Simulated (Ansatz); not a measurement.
# NbTe (CsCl type): how the settings move a single-point run

Question: which choices in the input matter for NbTe (CsCl type)?

Program: Ansatz 0.2.0. Level of theory: reference: DFT, PBEsol, PAW with Ansatz's default frozen-core files, scalar-relativistic. These are calculated values, not measurements.

1 further run of the same task is left out (it didn't finish). Runs told in other sessions of the task aren't counted.

## 1. The system as given

It takes space group Pm-3m (No. 221, cubic). Conventional cell: a = 3.194 Å, b = 3.194 Å, c = 3.194 Å, α = 90.00°, β = 90.00°, γ = 90.00°. Nb (site symmetry m-3m) is surrounded by 8 Te at 2.77 Å. Around Te (site symmetry m-3m) lie 8 Nb at 2.77 Å.

As a file:

```
CELL_PARAMETERS angstrom
3.19374 0.00000 0.00000
0.00000 3.19374 0.00000
0.00000 0.00000 3.19374
ATOMIC_POSITIONS crystal
Nb 0.00000 0.00000 0.00000
Te 0.50000 0.50000 0.50000
```

## 2. Baseline

Input file input.yaml:

```yaml
crystal:
  lattice:
    - [3.1937392914, 0.0, 0.0]
    - [0.0, 3.1937392914, 0.0]
    - [0.0, 0.0, 3.1937392914]
  atoms:
    - { symbol: Nb, position: [0.0, 0.0, 0.0] }
    - { symbol: Te, position: [0.5, 0.5, 0.5] }
kpoints:
  mp_grid: { grid: [12, 12, 12] }
scf:
  occupations: { method: fermi_dirac, width: 0.1 }
hamiltonian:
  xc: pbesol
  pseudopotentials: { kind: paw }
output:
  forces: true
  stress: true
  eigenvalues: true
  populations: true
  write_density: true
  write_potential: true
  elf: true
  volumetric_format: npy
```

The run is started by

```console
ansatz run input.yaml --threads 1 --pin off --max-ram 2048MiB --backend cpu --events-out ev --progress --plain --runs-dir out
```

## 3. Variant: scf.algorithm density_mixing

Changes to input.yaml since step 2:

```diff
@@ -12,2 +12,3 @@
   occupations: { method: fermi_dirac, width: 0.1 }
+  algorithm: density_mixing
 hamiltonian:
```

Before running it: what results should come out? Wanted: for each run, ending; energy change; pressure; gap; force.

The runs gave:

```csv
run,ending,energy change,pressure (GPa),gap (eV),force (eV/Å),cycles,time
reference,converged,0,38.2,0.00,0.00,7,1.5 s
1: scf.algorithm density_mixing,converged,0.0 meV/atom,38.2,0.00,0.00,7,1.5 s
```

Residual by cycle in the longest SCF loop of each run; runs are numbered as in the table. The quantity is the density residual dr2, in eV.

```csv
cycle,reference,run 1
1,0.0141,0.0141
2,0.00834,0.00834
3,1.5e-4,1.5e-4
4,1.5e-4,1.5e-4
5,5.3e-6,5.3e-6
6,2.1e-8,2.1e-8
7,3.5e-10,3.5e-10
```

**Reading.** Energy and cycle count are those of the reference, so the change (solver) left the result and the number of cycles as they were. The structure is not at rest: the sound run finds 38 GPa, so these are no properties of the relaxed crystal. 
